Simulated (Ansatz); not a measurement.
# AlFH6O3: the cost of one run

Program: Ansatz 0.2.0, Gaussian basis. Level of theory: PBE0-D4, def2-SVP first, then def2-TZVP. These are calculated values, not measurements.

152 further runs of the same task are left out: 152 set aside as unsound or not needed. Runs told in other sessions of the task aren't counted.

### Step 1. Starting geometry

The guess: 11 atoms, charge 0, spin multiplicity 1.

Atoms are counted from 1 here; the program's logs count them from 0.

Bond lengths: Al1–H2 1.655 Å, Al1–O3 1.656 Å, Al1–O4 1.676 Å, Al1–O6 1.972 Å, Al1–H7 1.708 Å, Al1–F8 2.089 Å, O3–H9 0.941 Å, O4–H10 0.942 Å, H5–O6 0.960 Å, O6–H11 0.958 Å. Angles: H2–Al1–O3 109.1°, H2–Al1–O4 103.4°, H2–Al1–O6 127.0°, H2–Al1–H7 39.3°, H2–Al1–F8 73.7°, O3–Al1–O4 116.9°, O3–Al1–O6 111.8°, O3–Al1–H7 101.1°, O3–Al1–F8 92.9°, O4–Al1–O6 86.7°, O4–Al1–H7 135.8°, O4–Al1–F8 148.5°, O6–Al1–H7 100.1°, O6–Al1–F8 72.0°, H7–Al1–F8 34.5°, Al1–O3–H9 167.8°, Al1–O4–H10 143.8°, Al1–O6–H5 121.5° and more.

As a file:

```tsv
atom	x (Å)	y (Å)	z (Å)
Al1	-0.26710	-0.29900	-0.12070
H2	-0.00010	-1.90460	-0.41790
O3	-0.70350	0.44880	-1.53190
O4	-1.40270	-0.31560	1.11160
H5	1.61970	1.28560	0.72730
O6	0.80160	0.88790	1.03560
H7	0.95490	-1.35580	-0.67390
F8	1.73280	-0.46420	-0.70140
H9	-0.76170	0.83670	-2.38720
H10	-2.27980	-0.57880	1.33400
H11	0.30600	1.45900	1.62440
```

Distances that are to change: Al1–O6 1.97 Å, H5–F8 2.26 Å, H2–H7 1.13 Å, Al1–H2 1.65 Å, H5–O6 0.96 Å, H7–F8 1.18 Å.

### Step 2. Relaxing the guess with the reacting distances held

The input, hold/in.yaml:

```yaml
crystal:
  periodic: [false, false, false]
  atoms:
    - {symbol: Al, position_ang: [-0.267100, -0.299000, -0.120700]}
    - {symbol: H, position_ang: [-0.000100, -1.904600, -0.417900]}
    - {symbol: O, position_ang: [-0.703500, 0.448800, -1.531900]}
    - {symbol: O, position_ang: [-1.402700, -0.315600, 1.111600]}
    - {symbol: H, position_ang: [1.619700, 1.285600, 0.727300]}
    - {symbol: O, position_ang: [0.801600, 0.887900, 1.035600]}
    - {symbol: H, position_ang: [0.954900, -1.355800, -0.673900]}
    - {symbol: F, position_ang: [1.732800, -0.464200, -0.701400]}
    - {symbol: H, position_ang: [-0.761700, 0.836700, -2.387200]}
    - {symbol: H, position_ang: [-2.279800, -0.578800, 1.334000]}
    - {symbol: H, position_ang: [0.306000, 1.459000, 1.624400]}
basis:
  gaussian: {orbitals: def2-SVP}
hamiltonian: {xc: pbe0, dispersion: d4}
relax: {f_tol: 0.04, max_steps: 150, escape_saddle: false, constraints: [{distance: [0, 5]}, {distance: [4, 7]}, {distance: [1, 6]}, {distance: [0, 1]}, {distance: [4, 5]}, {distance: [6, 7]}]}
```

Launch:

```sh
> ansatz run in.yaml --threads 8 --pin off --events-out ev --progress --plain --max-ram 19148MiB
```

**Question.** How long does this run take on 8 threads of Arm Neoverse V2, shared host?

About 20 s.
